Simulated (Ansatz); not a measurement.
# CrSi (quintet): from Hartree-Fock to the top rungs, def2-QZVPP

One table from this session's results is given with a row withheld; the runs are named, their logs left out.

The runs use Ansatz 0.2.0, Gaussian basis; def2-QZVPP, core rule «outside noble gas», up to 14 orbitals frozen.

To be run: UHF; ROHF; CCSD(T) on UHF.

5 further runs of the same task are left out: 1 for a known fault of the program, 4 set aside as unsound or not needed.

### The geometry

The geometry is a PBE0/def2-TZVP stationary point (not a proven minimum) of the parent state, kept for this charge and spin.

2 atoms, charge 0, spin multiplicity 5.

Atoms are counted from 1 here; the program's logs count them from 0.

Bond lengths: Cr1–Si2 2.318 Å.

Geometry (Å):

```xyz
2

Cr    0.0000    0.0000    0.0000
Si    0.0000    0.0000    2.3180
```

The first run:

Contents of in.yaml:

```yaml
crystal:
  periodic: [false, false, false]
  atoms:
    - {symbol: Cr, position_ang: [0.000000, 0.000000, 0.000000]}
    - {symbol: Si, position_ang: [0.000000, 0.000000, 2.318000]}
basis:
  gaussian: {orbitals: "def2-QZVPP.json"}
magnetization: {spin_polarized: true, initial_magnetization: 4}
hamiltonian: {xc: hf}
output: {orbitals: {seedname: orbitals}}
```

Run with:

```sh
$ ansatz run in.yaml --threads 1 --pin off --events-out ev --progress --plain --max-ram 3968MiB --backend cpu
```

Among the steps run: UHF; ROHF; CCSD(T) on UHF.

One of the session's tables, all rows but one given; the rest of the session is left out.

| method | from UCCSD(T) (kcal/mol) |
| --- | --- |
| ROHF | ? |
| UMP2 | +29.32 |
| UCCSD | +10.07 |
| UCCSD(T) | 0 |

Estimate the missing values for ROHF.

The run gave: from UCCSD(T) (kcal/mol): +201.18. In the column «from UCCSD(T) (kcal/mol)» it is the highest.

Left out of the table: UHF (another determinant or state than the rows shown).

To keep in mind: The determinant is far from a pure spin state, so its energy mixes those of several spin states (harmless only where they are near-degenerate, as at dissociation). Warnings: spin contamination; coupled cluster took another determinant than the lowest.
